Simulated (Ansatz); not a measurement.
# H5N2PSi: the cost of one run

Method: RKS PBE/def2-SVP, in Ansatz 0.2.0.

## (1) The starting structure

Bond lengths: N1–Si2 1.621 Å, Si2–N3 1.676 Å, Si2–P4 2.214 Å, N3–P4 1.653 Å, N1–H5 1.025 Å, N1–H6 1.034 Å, Si2–H7 1.500 Å, N3–H8 1.084 Å, P4–H9 1.485 Å. Angles (14 of 15 angles, heavy atoms first): N1–Si2–N3 92.5°, N1–Si2–P4 115.4°, N3–Si2–P4 47.9°, Si2–N3–P4 83.3°, Si2–P4–N3 48.8°, N1–Si2–H7 114.2°, N3–Si2–H7 101.8°, P4–Si2–H7 121.5°, Si2–N1–H5 110.9°, Si2–N1–H6 109.5°, Si2–N3–H8 106.5°, P4–N3–H8 108.0°, Si2–P4–H9 93.4°, N3–P4–H9 97.1°.

As a file:

```xyz
9

N    -0.9647    1.1274    0.0740
Si    0.3897    0.4694    0.6741
N     0.5334   -0.5894   -0.6172
P     0.4973   -1.7393    0.5704
H    -1.7243    0.4403    0.0493
H    -0.8331    1.3308   -0.9310
H     1.6132    1.3214    0.5085
H     1.5547   -0.5059   -0.9714
H    -0.9777   -1.9009    0.6262
```

## (2) Relaxing end A

input.yaml

```yaml
crystal:
  periodic: [false, false, false]
  atoms:
    - { symbol: "N", position_ang: [-0.9647, 1.1274, 0.074] }
    - { symbol: Si, position_ang: [0.3897, 0.4694, 0.6741] }
    - { symbol: "N", position_ang: [0.5334, -0.5894, -0.6172] }
    - { symbol: P, position_ang: [0.4973, -1.7393, 0.5704] }
    - { symbol: H, position_ang: [-1.7243, 0.4403, 0.0493] }
    - { symbol: H, position_ang: [-0.8331, 1.3308, -0.931] }
    - { symbol: H, position_ang: [1.6132, 1.3214, 0.5085] }
    - { symbol: H, position_ang: [1.5547, -0.5059, -0.9714] }
    - { symbol: H, position_ang: [-0.9777, -1.9009, 0.6262] }
basis:
  gaussian: { orbitals: def2-SVP }
hamiltonian:
  xc: pbe
relax:
  f_tol: 0.015
  max_steps: 40
```

Command:

```console
$ ansatz run input.yaml --threads 1 --pin off --max-ram 2048MiB --backend cpu --events-out ev --progress --plain --runs-dir out
```

**Question.** How long does this run take on 1 thread of Intel Xeon Platinum 8488C (Sapphire Rapids), shared host, and how much memory does it need?

About 50 s, with a peak of 0.14 GiB.
